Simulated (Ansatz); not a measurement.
Working through cell relaxations under several functionals of BP, space group F-43m

With Ansatz 0.2.0, Python API.

Notebook, run cell by cell (the value of a cell's last expression is shown):

In [1]:
```python
import warnings

import ansatz as az
from ase import Atoms
import numpy as np
```

In [2]:
```python
MESH = (8, 8, 8)
```

In [3]:
```python
def edges_and_angles(cell):
    cell = np.asarray(cell)
    a, b, c = np.linalg.norm(cell, axis=1)
    cosines = cell[1] @ cell[2] / (b * c), cell[0] @ cell[2] / (a * c), cell[0] @ cell[1] / (a * b)
    return (a, b, c, *np.degrees(np.arccos(cosines)))

warnings.simplefilter('ignore', az.DeckWarning)
```

In [4]:
```python
atoms = Atoms(
    ['B', 'P'],
    scaled_positions=[
        (0.0, 0.0, 0.0),
        (0.25, 0.25, 0.25),
    ],
    cell=[
        (0.0, 2.269, 2.269),
        (2.269, 0.0, 2.269),
        (2.269, 2.269, 0.0),
    ],
    pbc=True,
)
cell = az.Crystal.from_ase(atoms)
```

In [5]:
```python
[site.symbol for site in cell.resolved().sites]
```
Out [5]:
```text
['B', 'P']
```

In [6]:
```python
base = cell.calculation().kpoints(*MESH).occupations(az.OccupationsMethod.FIXED).relax(cell=True)
```

In [7]:
```python
levels = [('pbe', 'none'), ('pbe', 'd4'), ('revpbe', 'd3bj')]
print('level            a       b       c    alpha   beta  gamma  V/atom  steps')
for name, dispersion in levels:
    seen = []
    run = base.functional(name, dispersion=dispersion).session().plan()
    result = run.execute(on_event=lambda e: seen.append(e) if e['event'] == 'relax_step' else None)
    cell = result.lattice.cell_ang
    label = name if dispersion == 'none' else f'{name}+{dispersion}'
    print('{:13s} {:7.4f} {:7.4f} {:7.4f} {:6.2f} {:6.2f} {:6.2f}'.format(label, *edges_and_angles(cell)), f'{abs(np.linalg.det(cell)) / len(result.lattice.sites):7.3f} {len(seen):5d}')
```
```text
level            a       b       c    alpha   beta  gamma  V/atom  steps
pbe            3.2162  3.2162  3.2162  60.00  60.00  60.00  11.762     4
pbe+d4         3.1851  3.1851  3.1851  60.00  60.00  60.00  11.424     5
revpbe+d3bj    3.1714  3.1714  3.1714  60.00  60.00  60.00  11.277     5
```

From smallest to largest: revPBE+D3BJ (11.28 Å³ an atom, -3.5 % against the start), PBE+D4 (11.42 Å³ an atom, -2.2 % against the start) and PBE (11.76 Å³ an atom, +0.7 % against the start). The spread is 4.3 % in volume.

Notes:
- Forces vanish by symmetry, so the ions can't move, and the end may be a saddle.
- Edges and angles are those of the cell as typed, here a primitive one, not of the conventional cell.
- The starting cell is as deposited in a crystallographic database; the results hold for this polymorph, which needn't be the stable one.
- Wall time of the script: 9.6 s on 1 thread of Arm Neoverse V2, with other jobs on the host, peak memory 0.35 GiB.
